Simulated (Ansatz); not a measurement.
## Al, space group Im-3m: a short molecular-dynamics run, step by step

With Ansatz 0.2.0 through its Python package.

Run as a notebook:

```python
import json

import ansatz as az
import numpy as np
```

```python
XC = "lda"
MESH = (2, 2, 2)
FILLING = "fermi_dirac"
WIDTH_EV = 0.05
TOLERANCE = 1e-09
N_STEPS = 12
TEMPERATURE_K = 300
```

```python
xtal = (
    az.Lattice.of([-1.59122, 1.59122, 1.59122], [1.59122, -1.59122, 1.59122], [1.59122, 1.59122, -1.59122])
    .atom("Al", [0.0, 0.0, 0.0])
)
```

```python
xtal.resolved().sites[-1]
```

    Site(symbol='Al', position=(0.0, 0.0, 0.0), moment=None, axis=None, held=None, saved=None)

```python
# a coarse mesh keeps each step cheap
job = (
    xtal.supercell(2, 2, 2).calculation()
    .functional(XC)
    .kpoints(*MESH)
    .occupations(FILLING, width=WIDTH_EV)
    .scf(tolerance=TOLERANCE)
    .md(az.Ensemble.NVT_NOSE_HOOVER, timestep=2.0, steps=N_STEPS, temperature=TEMPERATURE_K, initial_velocities="maxwell_boltzmann", seed=641)
)
out = job.run(threads=1, events_out="stream.ndjson")
with open("stream.ndjson") as stream:
    events = [json.loads(line) for line in stream]
steps = [e["data"] for e in events if e["event"] == "md_step"]
data = out.report
```

    DeckWarning: md: disabling space-group detection — thermal motion breaks the input geometry's symmetry, so no spatial operation reduces the k-mesh or symmetrises the density; time reversal is kept, [...]
    DeckWarning: basis.ecutwfc = 420 eV, auto-derived from the records' recommended cutoffs: set by Al (normal level)

```python
data["kweights"]
```

    [0.125, 0.125, 0.125, 0.125, 0.125, 0.125, 0.125, 0.125]

```python
data["published_state_doubts"]
```

    []

```python
data["kpoints_frac"][:4]
```

    [[0.0, 0.0, 0.0], [0.0, 0.0, -0.5], [0.0, -0.5, 0.0], [0.0, -0.5, -0.5]]

```python
print(" step   t (fs)     E_pot (eV)   E_kin (eV)    T (K)")
for s in steps[::1]:
    print(f"{s['step']:5d} {s['time_fs']:8.1f} {s['lagrangian_ev']:14.4f} {s['e_kin_ev']:12.4f} {s['temperature_k']:8.1f}")
```

     step   t (fs)     E_pot (eV)   E_kin (eV)    T (K)
        0      0.0     -4100.3102       0.2714    300.0
        1      2.0     -4100.3119       0.2731    301.8
        2      4.0     -4100.3166       0.2777    306.9
        3      6.0     -4100.3236       0.2846    314.5
        4      8.0     -4100.3317       0.2926    323.4
        5     10.0     -4100.3396       0.3004    332.0
        6     12.0     -4100.3461       0.3067    338.9
        7     14.0     -4100.3502       0.3106    343.3
        8     16.0     -4100.3514       0.3117    344.5
        9     18.0     -4100.3495       0.3096    342.2
       10     20.0     -4100.3447       0.3046    336.7
       11     22.0     -4100.3376       0.2973    328.6
       12     24.0     -4100.3288       0.2884    318.7

```python
temperature = np.array([s["temperature_k"] for s in steps])
print(f"mean temperature of the second half {temperature[len(steps) // 2 :].mean():.1f} K")
```

    mean temperature of the second half 336.1 K

```python
kept = np.array([s["conserved_ev"] for s in steps], float)
print(f"conserved quantity (thermostat and barostat terms included) drifts by {1000 * (kept[-1] - kept[0]) / len(out.lattice.sites):+.3f} meV/atom")
```

    conserved quantity (thermostat and barostat terms included) drifts by -0.057 meV/atom

```python
print("last positions (A) and velocities (A/fs)")
for site, xyz, vel in zip(out.lattice.sites, steps[-1]["positions_ang"], steps[-1]["velocities_ang_fs"]):
    print(f"{site.symbol:2s}", " ".join(f"{v:8.4f}" for v in xyz), " ", " ".join(f"{v:9.5f}" for v in vel))
```

    last positions (A) and velocities (A/fs)
    Al   0.0298   0.0191  -0.0236     0.00050  -0.00017  -0.00011
    Al   1.4845   1.4898  -1.4353    -0.00438  -0.00375   0.00552
    Al   1.5511  -1.5512   1.4883    -0.00168   0.00226  -0.00529
    Al   3.3115   0.0790  -0.0387     0.00607   0.00293  -0.00101
    Al  -1.6612   1.6281   1.5940    -0.00306   0.00101   0.00115
    Al   0.0104   3.2101   0.0059     0.00060   0.00209   0.00008
    Al   0.0561  -0.0954   3.2702     0.00305  -0.00321   0.00308
    Al   1.5827   1.5856   1.5041    -0.00109  -0.00117  -0.00342

Reading the output:
- Absolute energies stand on the zero of these potentials, so only differences at equal settings mean something.
- For a metal this mesh is far too coarse, so the numbers only illustrate the procedure.
- This isn't the structure that Al takes at ambient conditions.
- Warnings are shown shortened and without file and line.
- A small cell, a coarse mesh and a very short run: it shows the set-up and gives no equilibrium averages.
- It ran for 12 s on 1 thread of Arm Neoverse V1, on a shared host, peak memory 0.4 GiB.
